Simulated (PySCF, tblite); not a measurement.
# C5H2F2O3: dynamics, then NMR shifts on frames, part 2 of 2

tblite 0.8.0 and PySCF 2.14.0. Atoms count from 0. Earlier steps stand in the parts before.

## (5) Nuclear shieldings: 625 fs, PBE0/pcSseg-1

Job settings and geometry (Å):

```
{"job": {"kind": "nmr", "xc": "PBE0", "basis": "pcSseg-1", "pop": false}, "charge": 0, "multiplicity": 1}
O      2.222300     1.200300     1.225000
C      2.005700     0.135500     0.776500
C      0.600000    -0.299100     0.196800
C      0.064900    -1.488200     0.048200
F      0.754400    -2.584800     0.235800
O     -1.219000    -1.745300    -0.351400
C     -2.054400    -0.603300    -0.069200
C     -1.512200     0.588700     0.007400
F     -2.094400     1.751900     0.277700
O     -0.203400     0.800500    -0.057800
H      2.775900    -0.682200     0.650100
H     -3.038200    -0.809300    -0.298400
```

Level: GIAO PBE0/pcSseg-1 NMR shielding, non-relativistic, gas phase.

The log of the run:

```text
coarse grid: 12104 points
cycle   1  E = -615.9271284128  dE =  2.317e+00  |g| = 1.140e+00  |ddm| = 3.522e+00
cycle   2  E = -615.1973844766  dE =  7.297e-01  |g| = 2.247e+00  |ddm| = 3.024e+00
cycle   3  E = -616.1502276744  dE = -9.528e-01  |g| = 2.869e-01  |ddm| = 2.443e+00
cycle   4  E = -616.1620530396  dE = -1.183e-02  |g| = 1.517e-01  |ddm| = 3.173e-01
cycle   5  E = -616.1660133950  dE = -3.960e-03  |g| = 2.756e-02  |ddm| = 1.105e-01
cycle   6  E = -616.1661133507  dE = -9.996e-05  |g| = 1.694e-02  |ddm| = 3.328e-02
cycle   7  E = -616.1661709967  dE = -5.765e-05  |g| = 3.424e-03  |ddm| = 1.460e-02
cycle   8  E = -616.1661730460  dE = -2.049e-06  |g| = 1.435e-03  |ddm| = 3.393e-03
final grid: 123616 points
cycle   9  E = -616.2707142589  dE = -8.811e-06  |g| = 1.774e-02  |ddm| = 2.541e-02
cycle  10  E = -616.2705837364  dE =  1.305e-04  |g| = 3.224e-02  |ddm| = 3.353e-02
cycle  11  E = -616.2707670064  dE = -1.833e-04  |g| = 2.808e-03  |ddm| = 2.367e-02
cycle  12  E = -616.2707684300  dE = -1.424e-06  |g| = 3.610e-04  |ddm| = 2.240e-03
cycle  13  E = -616.2707684514  dE = -2.148e-08  |g| = 1.259e-04  |ddm| = 3.546e-04
cycle  14  E = -616.2707684539  dE = -2.508e-09  |g| = 5.433e-05  |ddm| = 1.200e-04
cycle  15  E = -616.2707684544  dE = -4.966e-10  |g| = 2.028e-05  |ddm| = 5.831e-05
converged SCF energy = -616.2707684544

GIAO shielding tensors (ppm)
atom      isotropic    diamagn.    paramagn.     s11        s22        s33       span
  0 O     -300.091     396.915    -697.006   -899.033   -394.461    393.222   1292.255
  1 C       10.709     242.758    -232.049    -81.737     25.940     87.924    169.661
  2 C       56.252     258.377    -202.124     18.918     43.427    106.413     87.495
  3 C       17.055     249.998    -232.943    -47.322     34.706     63.782    111.104
  4 F      302.028     471.748    -169.720    256.877    291.565    357.642    100.764
  5 O      218.058     398.628    -180.570    147.243    237.810    269.121    121.878
  6 C       72.795     252.340    -179.545     26.193     81.756    110.435     84.243
  7 C       18.298     251.224    -232.925    -55.617     41.233     69.279    124.896
  8 F      287.078     472.193    -185.115    241.089    302.448    317.697     76.608
  9 O      209.299     401.970    -192.670    119.134    249.257    259.507    140.373
 10 H       21.700      25.399      -3.699     19.390     21.289     24.421      5.030
 11 H       26.139      29.693      -3.554     23.238     26.720     28.458      5.219
```

Run time: 49 s. Hardware: 1 thread of Intel Xeon Platinum 8259CL at 2.50GHz, shared host; peak memory 0.84 GiB.

This run: δ C1 176.2, C3 169.9, C7 168.6, C2 130.7, H10 10.02, H11 5.58 ppm.

## (6) Nuclear shieldings: 800 fs, PBE0/pcSseg-1

Job settings and geometry (Å):

```
{"job": {"kind": "nmr", "xc": "PBE0", "basis": "pcSseg-1", "pop": false}, "charge": 0, "multiplicity": 1}
O      2.352900     1.144600     0.865600
C      1.881700     0.072600     0.615600
C      0.523000    -0.195400     0.087200
C     -0.015900    -1.397000    -0.182100
F      0.742600    -2.502700     0.052700
O     -1.225100    -1.657500    -0.697300
C     -2.058600    -0.466600    -0.591400
C     -1.548300     0.716900    -0.293100
F     -2.211400     1.824100    -0.078600
O     -0.197700     0.991700    -0.079400
H      2.467700    -0.872000     0.889100
H     -3.104600    -0.695500    -0.894500
```

Method: GIAO PBE0/pcSseg-1 NMR shielding, non-relativistic, gas phase.

The log of the run:

```text
coarse grid: 12104 points
cycle   1  E = -615.8962512040  dE =  2.165e+00  |g| = 1.199e+00  |ddm| = 3.510e+00
cycle   2  E = -612.9112967056  dE =  2.985e+00  |g| = 3.256e+00  |ddm| = 3.354e+00
cycle   3  E = -616.0220600489  dE = -3.111e+00  |g| = 7.725e-01  |ddm| = 3.117e+00
cycle   4  E = -616.1668411759  dE = -1.448e-01  |g| = 1.872e-01  |ddm| = 8.250e-01
cycle   5  E = -616.1690069881  dE = -2.166e-03  |g| = 1.680e-01  |ddm| = 3.053e-01
cycle   6  E = -616.1744454272  dE = -5.438e-03  |g| = 4.740e-02  |ddm| = 1.624e-01
cycle   7  E = -616.1748955516  dE = -4.501e-04  |g| = 1.879e-02  |ddm| = 4.361e-02
cycle   8  E = -616.1749577407  dE = -6.219e-05  |g| = 5.435e-03  |ddm| = 1.593e-02
cycle   9  E = -616.1749646722  dE = -6.932e-06  |g| = 1.931e-03  |ddm| = 9.483e-03
final grid: 123616 points
cycle  10  E = -616.2795872719  dE = -1.154e-05  |g| = 1.643e-02  |ddm| = 2.650e-02
cycle  11  E = -616.2794749011  dE =  1.124e-04  |g| = 3.001e-02  |ddm| = 3.318e-02
cycle  12  E = -616.2796322888  dE = -1.574e-04  |g| = 2.893e-03  |ddm| = 2.425e-02
cycle  13  E = -616.2796338880  dE = -1.599e-06  |g| = 3.644e-04  |ddm| = 2.726e-03
cycle  14  E = -616.2796339044  dE = -1.634e-08  |g| = 2.096e-04  |ddm| = 3.996e-04
cycle  15  E = -616.2796339126  dE = -8.236e-09  |g| = 7.224e-05  |ddm| = 2.005e-04
cycle  16  E = -616.2796339136  dE = -1.012e-09  |g| = 2.473e-05  |ddm| = 7.878e-05
cycle  17  E = -616.2796339138  dE = -1.337e-10  |g| = 6.383e-06  |ddm| = 2.339e-05
converged SCF energy = -616.2796339138

GIAO shielding tensors (ppm)
atom      isotropic    diamagn.    paramagn.     s11        s22        s33       span
  0 O     -334.015     396.483    -730.499  -1011.046   -404.633    413.634   1424.681
  1 C        6.713     241.105    -234.392    -87.014     11.551     95.603    182.616
  2 C       57.867     259.576    -201.709     27.847     39.772    105.980     78.133
  3 C        8.893     250.029    -241.136    -54.217     24.379     56.517    110.734
  4 F      284.935     473.011    -188.076    231.218    304.169    319.418     88.200
  5 O      206.936     397.820    -190.884    137.855    236.664    246.288    108.433
  6 C       64.644     251.884    -187.240     17.623     75.247    101.060     83.438
  7 C       17.747     249.588    -231.841    -51.655     41.589     63.307    114.962
  8 F      293.684     470.951    -177.266    261.493    295.071    324.489     62.996
  9 O      197.666     401.532    -203.866    104.546    234.073    254.379    149.833
 10 H       21.565      25.902      -4.337     18.452     22.618     23.625      5.173
 11 H       24.418      26.363      -1.945     21.966     24.893     26.395      4.429
```

It took 43 s on 1 thread of Intel Xeon Platinum 8259CL at 2.50GHz, shared host; peak memory 0.84 GiB.

This run: δ C1 180.2, C3 178.0, C7 169.2, C2 129.1, H10 10.15, H11 7.30 ppm.

## (7) Nuclear shieldings: 1000 fs, PBE0/pcSseg-1

Job settings and geometry (Å):

```
{"job": {"kind": "nmr", "xc": "PBE0", "basis": "pcSseg-1", "pop": false}, "charge": 0, "multiplicity": 1}
O      2.124000     0.835700     1.769600
C      1.878600    -0.160600     1.160900
C      0.528200    -0.430200     0.563100
C      0.075700    -1.631400     0.190700
F      0.719800    -2.820600     0.157800
O     -1.167900    -1.846900    -0.250300
C     -1.840400    -0.719900    -0.828900
C     -1.308800     0.465100    -0.497700
F     -1.797500     1.620600    -0.976900
O     -0.357800     0.648200     0.461100
H      2.637100    -0.869300     1.035400
H     -2.572600    -0.967100    -1.519600
```

Method: GIAO PBE0/pcSseg-1 NMR shielding, non-relativistic, gas phase.

The log of the run:

```text
coarse grid: 12104 points
cycle   1  E = -615.9011113233  dE =  2.240e+00  |g| = 1.191e+00  |ddm| = 3.495e+00
cycle   2  E = -613.5476624537  dE =  2.353e+00  |g| = 3.163e+00  |ddm| = 3.428e+00
cycle   3  E = -616.0720594880  dE = -2.524e+00  |g| = 6.416e-01  |ddm| = 3.137e+00
cycle   4  E = -616.1614570645  dE = -8.940e-02  |g| = 2.307e-01  |ddm| = 8.242e-01
cycle   5  E = -616.1682659677  dE = -6.809e-03  |g| = 1.257e-01  |ddm| = 2.392e-01
cycle   6  E = -616.1711716264  dE = -2.906e-03  |g| = 4.269e-02  |ddm| = 1.267e-01
cycle   7  E = -616.1715720516  dE = -4.004e-04  |g| = 1.697e-02  |ddm| = 4.458e-02
cycle   8  E = -616.1716250087  dE = -5.296e-05  |g| = 4.358e-03  |ddm| = 1.572e-02
cycle   9  E = -616.1716293286  dE = -4.320e-06  |g| = 1.607e-03  |ddm| = 7.733e-03
final grid: 123616 points
cycle  10  E = -616.2756886960  dE = -2.076e-05  |g| = 1.533e-02  |ddm| = 2.373e-02
cycle  11  E = -616.2756041886  dE =  8.451e-05  |g| = 2.675e-02  |ddm| = 2.820e-02
cycle  12  E = -616.2757278837  dE = -1.237e-04  |g| = 2.665e-03  |ddm| = 2.026e-02
cycle  13  E = -616.2757292067  dE = -1.323e-06  |g| = 4.279e-04  |ddm| = 2.559e-03
cycle  14  E = -616.2757292345  dE = -2.782e-08  |g| = 1.624e-04  |ddm| = 4.084e-04
cycle  15  E = -616.2757292389  dE = -4.400e-09  |g| = 7.500e-05  |ddm| = 1.718e-04
cycle  16  E = -616.2757292400  dE = -1.058e-09  |g| = 2.483e-05  |ddm| = 7.872e-05
cycle  17  E = -616.2757292401  dE = -1.364e-10  |g| = 7.790e-06  |ddm| = 2.594e-05
converged SCF energy = -616.2757292401

GIAO shielding tensors (ppm)
atom      isotropic    diamagn.    paramagn.     s11        s22        s33       span
  0 O     -347.014     396.171    -743.185  -1041.843   -430.771    431.571   1473.414
  1 C        7.386     239.708    -232.322    -91.809     14.010     99.958    191.767
  2 C       59.260     256.933    -197.673     20.070     47.068    110.641     90.571
  3 C       10.786     249.762    -238.975    -51.504     23.569     60.294    111.797
  4 F      269.084     472.765    -203.681    201.150    283.583    322.520    121.370
  5 O      195.085     396.158    -201.073    111.605    231.897    241.753    130.148
  6 C       62.786     253.627    -190.841      7.821     68.299    112.238    104.416
  7 C       13.860     248.444    -234.585    -64.346     43.589     62.336    126.683
  8 F      288.334     471.850    -183.516    236.747    307.705    320.551     83.804
  9 O      215.106     400.449    -185.343    130.176    237.522    277.620    147.444
 10 H       22.513      27.867      -5.354     20.369     23.051     24.119      3.750
 11 H       25.469      30.256      -4.787     22.952     25.994     27.461      4.508
```

Run time: 42 s. Hardware: 1 thread of Intel Xeon Platinum 8259CL at 2.50GHz, shared host; peak memory 0.84 GiB.

This run: δ C1 179.5, C3 176.1, C7 173.1, C2 127.7, H10 9.20, H11 6.25 ppm.

## (8) Run by run: NMR shifts

Shifts (ppm) of some atoms, chosen among heavy atoms and hydrogens apart, with basis size and wall time:

```csv
frame,H10,H11,O0,O5,O9,F4,F8,functions,time
250 fs,10.13,6.05,697.6,134.3,123.6,-101.8,-113.5,180,51 s
425 fs,10.08,6.51,694.7,122.1,126.0,-105.7,-109.2,180,44 s
625 fs,10.02,5.58,636.2,118.0,126.8,-131.1,-116.1,180,49 s
800 fs,10.15,7.30,670.1,129.1,138.4,-114.0,-122.7,180,43 s
1000 fs,9.20,6.25,683.1,141.0,121.0,-98.1,-117.4,180,42 s
```

## (9) Summary of results

The summary covers parts 1 to 2.

| quantity | value |
| --- | --- |
| thermostat | 300 K |
| mean temperature, second half | 298 K |
| mean potential energy above the minimum | 0.43 eV |
| 13C shifts against TMS (PBE0/pcSseg-1, 250 fs) | 181.9, 180.0, 169.4, 125.5, 112.5 ppm |
| 1H shifts against TMS (PBE0/pcSseg-1, 250 fs) | 10.13, 6.05 ppm |
| 17O shifts against H2O (PBE0/pcSseg-1, 250 fs) | 697.6, 134.3, 123.6 ppm |
| 19F shifts against CFCl3 (PBE0/pcSseg-1, 250 fs) | -101.8, -113.5 ppm |
| range of the shift of O0 | 636.2 to 697.6 ppm |

In the second half the potential energy averages 0.43 eV above the minimum; equipartition over 30 harmonic modes at 300 K would give 0.39 eV. With 12 atoms the temperature swings widely (84 to 418 K). Shifts at one fixed geometry are not the observed spectrum, which averages over the motion. In the first frame run (250 fs): The widest tensor belongs to O0: span 1521 ppm, with a paramagnetic part of -756 ppm. NICS(1)zz of 17 ppm above the planar ring from C2 marks a paratropic (antiaromatic) ring current. Across the 5 runs the shift of O0 moves most, between 636.2 (625 fs) and 697.6 ppm (250 fs).
